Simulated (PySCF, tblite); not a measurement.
# C₂H₈N₂Si₂: geometry, infrared bands and NMR shifts

Wanted: the infrared bands and NMR shifts of C₂H₈N₂Si₂ (`N#C[SiH2]CN[SiH3]`), by calculation.

Programs: tblite 0.8.0 and PySCF 2.14.0, with density-fitted response routines of our own. Each step states its level of theory. These are calculated values for one molecule in the gas phase, unless marked as measured. Atoms are numbered from 0 throughout.

### Step 1. The molecule as given

14 atoms, charge 0, multiplicity 1; geometry from: force field or distance geometry start.

Bonds of the start (Å): N0–C1 1.17, C1–Si2 1.87, Si2–C3 1.91, C3–N4 1.47, N4–Si5 1.71, Si2–H6 1.48, Si2–H7 1.49, C3–H8 1.08, C3–H9 1.10, N4–H10 1.03, Si5–H11 1.48, Si5–H12 1.47, Si5–H13 1.48.

### Step 2. Geometry optimisation with GFN2-xTB

The job: settings as JSON, then the geometry in Å.

```
{"job": {"kind": "relax", "xc": "GFN2-xTB", "basis": "xTB"}, "charge": 0, "multiplicity": 1}
N      4.082400     1.115200     1.180300
C      3.156400     0.434900     0.961600
Si     1.683500    -0.666500     0.619900
C      0.213700     0.394600     0.021400
N     -0.957600    -0.438400    -0.303600
Si    -2.515700     0.191900    -0.631300
H      1.289300    -1.438000     1.824900
H      2.001300    -1.651100    -0.446600
H      0.530400     0.973500    -0.839500
H     -0.038200     1.084100     0.842800
H     -0.728500    -1.058900    -1.087900
H     -2.919400     1.009200     0.534700
H     -3.414000    -0.958200    -0.840600
H     -2.384400     1.007300    -1.858100
```

The run is started by

```sh
> OMP_NUM_THREADS=1 python probes_run.py task.json out
```

This one command runs all jobs of the session in turn.

**Question.** This job is followed by: GFN2-xTB harmonic vibrations, gas phase; GIAO PBE0/pcSseg-1 NMR shielding, non-relativistic, gas phase. What will the session give for the following? strongest single infrared mode (GFN2-xTB); zero-point energy (GFN2-xTB); ¹³C shifts against TMS (PBE0/pcSseg-1); ¹H shifts against TMS (PBE0/pcSseg-1, means over atoms taken as alike); ¹⁵N shifts against NH3 (PBE0/pcSseg-1); ²⁹Si shifts against TMS (PBE0/pcSseg-1).

**Answer**, as computed:

| quantity | value |
| --- | --- |
| strongest single infrared mode (GFN2-xTB) | 2181 cm⁻¹, 382 km/mol |
| zero-point energy (GFN2-xTB) | 57.3 kcal/mol |
| ¹³C shifts against TMS (PBE0/pcSseg-1) | 122.9, 33.1 ppm |
| ¹H shifts against TMS (PBE0/pcSseg-1, means over atoms taken as alike) | 4.64, 4.28, 2.99, -0.65 ppm |
| ¹⁵N shifts against NH3 (PBE0/pcSseg-1) | 366.1, 6.2 ppm |
| ²⁹Si shifts against TMS (PBE0/pcSseg-1) | -51.9, -76.6 ppm |

Relaxing lowered the energy by 0.237 eV in 76 steps; the close pair that moved most is N0–C1, from 1.170 to 1.146 Å. No mode is imaginary among the 36: a minimum at this level. The strongest single mode, at 2181 cm⁻¹, moves mainly H13. Unscaled tight-binding wavenumbers are off by several per cent, some by more. Its intensities can rank the bands wrongly. The most deshielded carbon is C1 (nitrile carbon), at 122.9 ppm: C≡N carbons fall here, among the sp2 signals but without a proton. At PBE0/pcSseg-1: The widest tensor belongs to N0: span 597 ppm, with a paramagnetic part of -435 ppm.
